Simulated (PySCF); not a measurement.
# C5HClF4N: the cost of one run

Programs: PySCF 2.14.0, with density-fitted response routines of our own. Each step states its level of theory. These are calculated values for one molecule in the gas phase, unless marked as measured. Atoms count from 0, in the outputs and in this text.

**1. The starting structure**

12 atoms, charge 1, multiplicity 1; geometry from: GFN2-xTB.

Bonds of the start (Å): F0–C1 1.30, C1–N2 1.34, N2–C3 1.35, C3–F4 1.30, C3–C5 1.39, C5–F6 1.31, C5–C7 1.42, C7–Cl8 1.68, C7–C9 1.42, C9–F10 1.31, C9–C1 1.39, N2–H11 1.03.

**2. Optimising the geometry at PBE0-D3(BJ)/def2-SVP**

What the job is given:

```
{"job": {"xc": "PBE0", "basis": "def2-SVP", "d3": "d3bj", "grid": 1, "kind": "geom"}, "charge": 1, "multiplicity": 1}
F     -1.112650    -2.783290     0.041120
C     -0.491450    -1.638370     0.018710
N      0.851940    -1.695420    -0.010520
C      1.610190    -0.576440    -0.033590
F      2.900220    -0.755600    -0.064900
C      1.012870     0.676320    -0.023080
F      1.755470     1.757790    -0.040080
C     -0.397400     0.791460     0.007000
Cl    -1.152200     2.292140     0.014430
C     -1.145300    -0.414140     0.024840
F     -2.456330    -0.370270     0.049410
H      1.312550    -2.612670    -0.019340
```

**Question.** How long does this first job take on 8 threads of Arm Neoverse N1, shared host?

About 87 s.
